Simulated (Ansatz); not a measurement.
# LuScAs2: the cell at several levels of theory

Aim: relax an ordered 4-atom cell of LuScAs2 on the rocksalt lattice (R-3m) with PBE and r2SCAN and see how far the functionals disagree on the cell. This is a trial cell built on a prototype, not taken from a measured structure, and it needn't be the compound's ground state.

Code: Ansatz 0.2.0. PAW datasets, plane waves, zero pressure. Simulation only: spin-unpolarised, and no claim that this is the phase found in nature.

## 1. The cell

This is the cell as the run starts from it, not yet at rest; its lengths are not the crystal's.

Space group R-3m (No. 166), trigonal; a = 4.384 Å, c = 21.477 Å in the conventional setting, 29.79 Å³ an atom. Sc has 6 As at 3.10 Å; Lu has 6 As at 3.10 Å; As has 3 Sc at 3.10 Å and 3 Lu at 3.10 Å.

Structure file:

```cif
data_structure
_symmetry_space_group_name_H-M 'P 1'
_symmetry_Int_Tables_number 1
_cell_length_a 7.5933
_cell_length_b 7.5933
_cell_length_c 7.5933
_cell_angle_alpha 33.557
_cell_angle_beta 33.557
_cell_angle_gamma 33.557
_cell_volume 119.16
loop_
_atom_site_label
_atom_site_type_symbol
_atom_site_fract_x
_atom_site_fract_y
_atom_site_fract_z
_atom_site_occupancy
Sc1 Sc 0.00000 0.00000 0.00000 1
Lu1 Lu 0.50000 0.50000 0.50000 1
As1 As 0.25000 0.25000 0.25000 1
As2 As 0.75000 0.75000 0.75000 1
```

## 2. Relaxation with PBE

Input file input.yaml:

```yaml
crystal:
  lattice:
    - [2.1919960199, 1.2655494921, 7.1590290226]
    - [-2.1919960199, 1.2655494921, 7.1590290226]
    - [0.0, -2.5310989843, 7.1590290226]
  atoms:
    - { symbol: Sc, position: [1.0, 0.0, 0.0] }
    - { symbol: Lu, position: [0.5, 0.5, 0.5] }
    - { symbol: As, position: [0.25, 0.25, 0.25] }
    - { symbol: As, position: [0.75, 0.75, 0.75] }
kpoints:
  mp_grid: { grid: [6, 6, 6] }
hamiltonian:
  xc: pbe
scf:
  occupations: { method: fermi_dirac, width: 0.02 }
relax:
  f_tol: 0.005
  cell: {}
```

Started as:

```console
ansatz run input.yaml --threads 2 --pin off --max-ram 2211MiB --backend cpu --events-out ev --progress --plain --runs-dir out
```

After this run come: Relaxing with r2SCAN.

Q: Predict the outcome of this session. Wanted: for each run, a; c; volume; space group; SCF geometries.

The runs gave:

| level | a (Å) | c (Å) | volume (Å³/atom) | space group | SCF geometries |
| --- | --- | --- | --- | --- | --- |
| PBE | 3.958 | 19.325 | 21.853 | R-3m | 6 |
| r2SCAN | 3.945 | 19.301 | 21.681 | R-3m | 7 |

**Reading.** From the start to the first minimum the volume moved by -26.6 %. The volume runs from r2SCAN (least) to PBE (most), a spread of 0.8 %, or 0.3 % in length if all axes shared it alike. The meshes differ: PBE 6×6×6, r2SCAN 8×8×8.
